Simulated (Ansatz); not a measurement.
# CH₃BClN: a ladder of functionals and wavefunction methods

The task here is to estimate one member of a computed series from the others.

The runs use Ansatz 0.2.0, Gaussian basis; functionals in def2-TZVPP, the program's frozen cores in correlated methods.

The runs, in order: LDA (SPW92), PBE-D4, revPBE-D4, BLYP-D4, r2SCAN-D4, B97M-V, PBE0-D4, B3LYP-D4, r2SCANh-D4, r2SCAN0-D4, HSE06-D4, BHLYP-D4, CAM-B3LYP-D4, LC-ωPBE, ωB97X-V, ωB97M-V, B2PLYP, PBE-QIDH; CCSD(T)/def2-SVP; CCSD(T)/def2-TZVPP; MP2/def2-QZVPP; extrapolation to the limit; RPA on PBE.

**Structure used throughout**

The geometry comes from an earlier relaxation with PBE0-D4 in a triple-zeta def2 set; it is a stationary point, not always the lowest conformer.

7 atoms, charge 0, spin multiplicity 1.

Atoms are counted from 1 here; the program's logs count them from 0.

Bond lengths: B1–C2 1.557 Å, B1–Cl4 1.854 Å, B1–H5 1.208 Å, B1–H6 1.208 Å, C2–N3 1.151 Å, N3–H7 0.997 Å. Angles: C2–B1–Cl4 105.4°, C2–B1–H5 105.5°, C2–B1–H6 105.5°, Cl4–B1–H5 113.5°, Cl4–B1–H6 113.5°, H5–B1–H6 112.3°, B1–C2–N3 179.9°, C2–N3–H7 178.0°.

The first run:

Input file in.yaml:

```yaml
crystal:
  periodic: [false, false, false]
  atoms:
    - {symbol: B, position_ang: [-0.487265, 0.684043, -0.489747]}
    - {symbol: C, position_ang: [0.239858, -0.365757, 0.401747]}
    - {symbol: N, position_ang: [0.778219, -1.142934, 1.058606]}
    - {symbol: Cl, position_ang: [0.069768, 0.331092, -2.222142]}
    - {symbol: H, position_ang: [-1.667091, 0.494394, -0.314373]}
    - {symbol: H, position_ang: [-0.129460, 1.761541, -0.077982]}
    - {symbol: H, position_ang: [1.257271, -1.830479, 1.598090]}
basis:
  gaussian: {orbitals: def2-TZVPP}
hamiltonian: {xc: lda}
output: {orbitals: {seedname: orbitals}}
```

Among the steps run: LDA; PBE-D4 (GGA); revPBE-D4 (GGA); BLYP-D4 (GGA); r2SCAN-D4 (meta-GGA); B97M-V (meta-GGA); PBE0-D4 (hybrid); B3LYP-D4 (hybrid); r2SCANh-D4 (hybrid); r2SCAN0-D4 (hybrid); HSE06-D4 (hybrid); BHLYP-D4 (hybrid); CAM-B3LYP-D4 (range-separated); LC-ωPBE (range-separated); ωB97X-V (range-separated); ωB97M-V (range-separated); B2PLYP (double hybrid); PBE-QIDH (double hybrid).

One table of the session follows, with a row left open; its other results are not shown here.

It belongs to the step «Frontier levels by functional». 

```
  functional  HOMO (eV)  gap (eV)
 LDA (SPW92)      -6.22      3.65
      PBE-D4      -6.11      3.77
   revPBE-D4      -6.06      3.81
     BLYP-D4      -5.97      3.75
   r2SCAN-D4      -6.42      4.29
      B97M-V      -6.50      4.46
     PBE0-D4      -7.42      6.12
    B3LYP-D4      -7.18      5.62
  r2SCANh-D4      -6.90      5.15
  r2SCAN0-D4          ?         ?
    HSE06-D4      -7.02      5.33
    BHLYP-D4      -8.64      8.49
CAM-B3LYP-D4      -8.77      8.62
     LC-ωPBE     -10.14     11.20
     ωB97X-V      -9.79     10.78
     ωB97M-V      -9.64     10.54
```

Estimate the missing values for r2SCAN0-D4.

Worked estimate for «HOMO (eV)». Against the share of exact exchange, r2SCAN-D4 (0, -6.42), r2SCANh-D4 (0.1, -6.90) give a slope of -4.80 per unit share; at 0.25 the line stands at -7.62.

**Answer.** HOMO (eV): -7.63; gap (eV): 6.46. In «HOMO (eV)» the line misses by +0.01.
